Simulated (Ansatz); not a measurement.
This script drives the Python package of Ansatz (0.2.0).

The script, `run_scan.py`:
```python
"""Stretching a bond of C2H5BrGe, the rest held rigid."""

import ansatz
import numpy as np

BASIS_SET = "def2-SVP"
XC = "r2scan"

geometry_ang = [
    ("C", (1.5745, -0.1141, 0.296)),
    ("C", (0.5606, 0.318, -0.4525)),
    ("Ge", (-1.2604, 0.0518, 0.1068)),
    ("Br", (-2.3642, -1.26, -1.4671)),
    ("H", (1.394, -0.6221, 1.2379)),
    ("H", (2.597, 0.0398, -0.0332)),
    ("H", (0.7568, 0.8212, -1.3937)),
    ("H", (-1.968, 1.4259, 0.2223)),
    ("H", (-1.2903, -0.6604, 1.4836)),
]
c2h5brge = ansatz.Crystal.molecule()
for symbol, xyz in geometry_ang:
    c2h5brge = c2h5brge.atom(symbol, xyz)

symbols = [site.symbol for site in c2h5brge.cartesian_sites]
start = np.array([site.position_ang for site in c2h5brge.cartesian_sites])
axis = (start[8] - start[2]) / np.linalg.norm(start[8] - start[2])
moving = [8]
lengths, energies = [1.32, 1.43, 1.55, 1.71, 1.94, 2.33, 2.79, 3.41], []
for length in lengths:
    xyz = start.copy()
    xyz[moving] += (length - np.linalg.norm(start[8] - start[2])) * axis
    point = ansatz.Crystal.molecule()
    for symbol, place in zip(symbols, xyz):
        point = point.atom(symbol, place.tolist())
    model = (
        point.calculation()
        .basis(gaussian=BASIS_SET)
        .functional(XC)
        .spin("collinear")
    )
    report = model.run(threads=1).report
    energies.append(report["free_energy_ev"])
    print(f"r = {length:6.3f} A  E = {energies[-1]:.5f} eV  <S^2> = {abs(report['mean_field']['state']['spin_squared']):.3f}")

print("energy above the lowest point (eV):", [round(e - min(energies), 3) for e in energies])
```

It is started by `python run_scan.py`. Estimate its wall time and peak memory on 1 thread of Arm Neoverse V2, with other jobs on the host.

It took about 2.4 min, with a peak of 0.4 GiB, for 8 runs of the engine.

```console
$ python run_scan.py
r =  1.320 A  E = -128700.98048 eV  <S^2> = 0.000
r =  1.430 A  E = -128701.41937 eV  <S^2> = 0.000
r =  1.550 A  E = -128701.52738 eV  <S^2> = 0.000
r =  1.710 A  E = -128701.32562 eV  <S^2> = 0.000
r =  1.940 A  E = -128700.72060 eV  <S^2> = 0.000
r =  2.330 A  E = -128699.53785 eV  <S^2> = 0.000
r =  2.790 A  E = -128698.53276 eV  <S^2> = 0.517
r =  3.410 A  E = -128698.05451 eV  <S^2> = 0.856
energy above the lowest point (eV): [0.547, 0.108, 0.0, 0.202, 0.807, 1.99, 2.995, 3.473]
```

Notes:
- Total energies depend on the basis set; only differences at equal settings carry meaning.
- The rest of the molecule is held rigid at a force-field or estimated start geometry, and the basis set is modest; single-reference methods fail as a bond breaks.
- The expectation value of S² is noticeably off S(S+1) in at least one run, so that state is spin-contaminated.
